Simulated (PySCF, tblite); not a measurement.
**C5H12B2NP: geometry, infrared bands and NMR shifts**

Aim: predict the infrared bands and NMR shifts of C5H12B2NP (`CBNCB(P)C#CC`).

Programs: tblite 0.8.0 and PySCF 2.14.0, with density-fitted response routines of our own. Each step states its level of theory. These are calculated values for one molecule in the gas phase, unless marked as measured. Atoms are numbered from 0 throughout.

## 1. The starting structure

21 atoms, charge 0, multiplicity 1; geometry from: force field or distance geometry start.

Bonds of the start (Å): C0–B1 1.57, B1–N2 1.53, N2–C3 1.45, C3–B4 1.57, B4–P5 1.91, B4–C6 1.53, C6–C7 1.22, C7–C8 1.49, C0–H9 1.12, C0–H10 1.10, C0–H11 1.11, B1–H12 1.20, N2–H13 1.03, C3–H14 1.12, C3–H15 1.10, P5–H16 1.45, P5–H17 1.45, C8–H18 1.09, C8–H19 1.11, C8–H20 1.11.

## 2. Optimising the geometry with GFN2-xTB

Job settings and geometry (Å):

```
{"job": {"kind": "relax", "xc": "GFN2-xTB", "basis": "xTB"}, "charge": 0, "multiplicity": 1}
C     -3.546300    -0.543100    -0.380400
B     -2.883100    -0.313100     1.024400
N     -1.602900     0.519300     1.076100
C     -0.760700     0.045500    -0.000200
B      0.604900     0.817300    -0.074100
P      0.574200     2.728000     0.030600
C      1.919100     0.032000     0.008000
C      2.951200    -0.605300     0.079000
C      4.209400    -1.392900     0.137500
H     -4.653400    -0.467400    -0.210700
H     -3.252300    -1.497500    -0.843000
H     -3.281100     0.276300    -1.074100
H     -3.072800    -1.049800     1.950900
H     -1.152000     0.470500     2.006000
H     -0.540300    -1.024600     0.224600
H     -1.245100     0.141200    -0.985400
H      1.705700     3.282000     0.749000
H      0.429500     3.258900    -1.307700
H      4.203400    -2.203400    -0.590100
H      5.014200    -0.674400    -0.108100
H      4.369400    -1.782400     1.169100
```

Command:

```sh
> OMP_NUM_THREADS=1 python probes_run.py task.json out
```

The driver reads the jobs from task.json and runs them one after another.

**Question.** This job is followed by: GFN2-xTB harmonic vibrations, gas phase; GIAO PBE0/pcSseg-1 NMR shielding, non-relativistic, gas phase. Predict these results of the whole session: strongest single infrared mode (GFN2-xTB); zero-point energy (GFN2-xTB); ¹³C shifts against TMS (PBE0/pcSseg-1); ¹H shifts against TMS (PBE0/pcSseg-1, means over atoms taken as alike); ¹¹B shifts against BF3·OEt2 (PBE0/pcSseg-1); ¹⁵N shifts against NH3 (PBE0/pcSseg-1); ³¹P shifts against H3PO4 (PBE0/pcSseg-1).

**Answer**, as computed:

```
                                                              quantity                                   value
                             strongest single infrared mode (GFN2-xTB)                   2297 cm⁻¹, 255 km/mol
                                          zero-point energy (GFN2-xTB)                          100.9 kcal/mol
                                ¹³C shifts against TMS (PBE0/pcSseg-1)        152.6, 94.0, 53.0, 8.1, -0.2 ppm
¹H shifts against TMS (PBE0/pcSseg-1, means over atoms taken as alike)  5.09, 4.52, 3.45, 2.82, 2.45, 0.24 ppm
                           ¹¹B shifts against BF3·OEt2 (PBE0/pcSseg-1)                          80.4, 38.7 ppm
                                ¹⁵N shifts against NH3 (PBE0/pcSseg-1)                               140.8 ppm
                              ³¹P shifts against H3PO4 (PBE0/pcSseg-1)                              -189.5 ppm
```

Over 246 steps the energy fell by 2.151 eV; of the close pairs, B1–N2 changed most, 1.528 to 1.380 Å. The lowest mode is slightly imaginary (11i cm⁻¹), a soft motion within the noise of the Hessian, so the minimum is not strictly shown. The strongest single mode, at 2297 cm⁻¹, moves mainly C7 and C6. GFN2-xTB is a fitted tight-binding method: band positions and strengths are rough. Its intensities can rank the bands wrongly. At PBE0/pcSseg-1: The largest span, 286 ppm, is at C6, where the paramagnetic term is -166 ppm.
